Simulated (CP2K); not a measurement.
Input of a CP2K 2026.2 run:

The input hfin4sio6_scf.inp:

```
&GLOBAL
  PROJECT hfin4sio6_scf
  RUN_TYPE ENERGY_FORCE
  PRINT_LEVEL LOW
&END GLOBAL
&FORCE_EVAL
  METHOD QS
  STRESS_TENSOR ANALYTICAL
  &DFT
    BASIS_SET_FILE_NAME BASIS_MOLOPT_UZH
    POTENTIAL_FILE_NAME POTENTIAL_UZH
    &MGRID
      CUTOFF 600
      REL_CUTOFF 60
      NGRIDS 4
    &END MGRID
    &QS
      METHOD GPW
      EPS_DEFAULT 1.0E-10
    &END QS
    &KPOINTS
      SCHEME MONKHORST-PACK 6 6 4
      GAMMA_CENTERED T
      SYMMETRY T
      SYMMETRY_BACKEND SPGLIB
    &END KPOINTS
    &SCF
      SCF_GUESS ATOMIC
      EPS_SCF 1.0E-6
      MAX_SCF 100
      ADDED_MOS 33
      CHOLESKY OFF
      EPS_EIGVAL 1.0E-7
      &DIAGONALIZATION ON
        ALGORITHM STANDARD
      &END DIAGONALIZATION
      &MIXING ON
        METHOD BROYDEN_MIXING
        ALPHA 0.4
        BETA 1.5
        NBUFFER 8
      &END MIXING
      &SMEAR ON
        METHOD FERMI_DIRAC
        ELECTRONIC_TEMPERATURE 580.23
      &END SMEAR
    &END SCF
    &XC
      &XC_FUNCTIONAL
        &GGA_X_PBE
        &END GGA_X_PBE
        &GGA_C_PBE
        &END GGA_C_PBE
      &END XC_FUNCTIONAL
    &END XC
    &PRINT
      &KPOINTS ON
      &END KPOINTS
      &MULLIKEN ON
      &END MULLIKEN
      &MO ON
        ENERGIES T
        OCCUPATION_NUMBERS T
        &EACH
          QS_SCF 0
        &END EACH
        ADD_LAST NUMERIC
      &END MO
      &LOWDIN ON
      &END LOWDIN
      &HIRSHFELD ON
        SHAPE_FUNCTION DENSITY
      &END HIRSHFELD
    &END PRINT
  &END DFT
  &SUBSYS
    &CELL
      ABC 5.4313425004 5.4313425004 7.6360986332
      ALPHA_BETA_GAMMA 96.9824563847 96.9824563853 119.9953340032
      PERIODIC XYZ
    &END CELL
    &COORD
      Hf  3.7071081153 0.9955807996 0.0000000000
      In  1.8857366504 0.9754075197 3.7034994249
      In  0.9915917081 2.5635323607 0.0000000000
      In  -0.8652176003 2.5638210534 3.7034994249
      In  4.6261817475 -0.6069379807 3.7034994249
      Si  -1.7240061654 4.1315309609 0.0000000000
      O   -0.7766829413 -0.8563672989 6.4193496232
      O   2.1411527390 4.1969971413 0.9876492266
      O   2.0525034185 1.1366770525 6.4191274132
      O   1.8294381943 0.7503530796 0.9878714366
      O   -0.9972946758 2.7434135079 0.9875751566
      O   -1.0867857631 2.5884249727 6.4194236932
    &END COORD
    &KIND Hf
      BASIS_SET TZVP-MOLOPT-PBE-GTH-q12
      POTENTIAL GTH-PBE-q12
    &END KIND
    &KIND In
      BASIS_SET TZVP-MOLOPT-PBE-GTH-q13
      POTENTIAL GTH-PBE-q13
    &END KIND
    &KIND Si
      BASIS_SET TZVP-MOLOPT-PBE-GTH-q4
      POTENTIAL GTH-PBE-q4
    &END KIND
    &KIND O
      BASIS_SET TZVP-MOLOPT-PBE-GTH-q6
      POTENTIAL GTH-PBE-q6
    &END KIND
    &PRINT
      &ATOMIC_COORDINATES ON
      &END ATOMIC_COORDINATES
      &CELL ON
      &END CELL
    &END PRINT
  &END SUBSYS
  &PRINT
    &FORCES ON
    &END FORCES
    &STRESS_TENSOR ON
    &END STRESS_TENSOR
  &END PRINT
&END FORCE_EVAL
```

Potentials or basis: POTENTIAL_UZH Hf GTH-PBE-q12, In GTH-PBE-q13, Si GTH-PBE-q4, O GTH-PBE-q6; TZVP-MOLOPT-PBE-GTH basis.

Launch:

```bash
$ OMP_NUM_THREADS=1 mpirun -n 6 cp2k.psmp -i hfin4sio6_scf.inp -o hfin4sio6_scf.out
```

**Question.** What does it give for the Hirshfeld charges?

**Answer.** Hf +0.63; In +0.12, +0.57; Si +0.36; O -0.32 e.

**Question.** Predict the band gap on the k mesh.

**Answer.** None (metal or under the smearing width).

Stress tensor (GPa, compression positive):
```
-0.34  0.03  0.00
 0.03 -0.30  0.00
 0.00  0.00 -0.59
```

Caveat: the basis of atomic orbitals isn't converged, which shifts pressures, moduli and gaps. Spin-orbit coupling is left out, which matters for the levels of Hf.
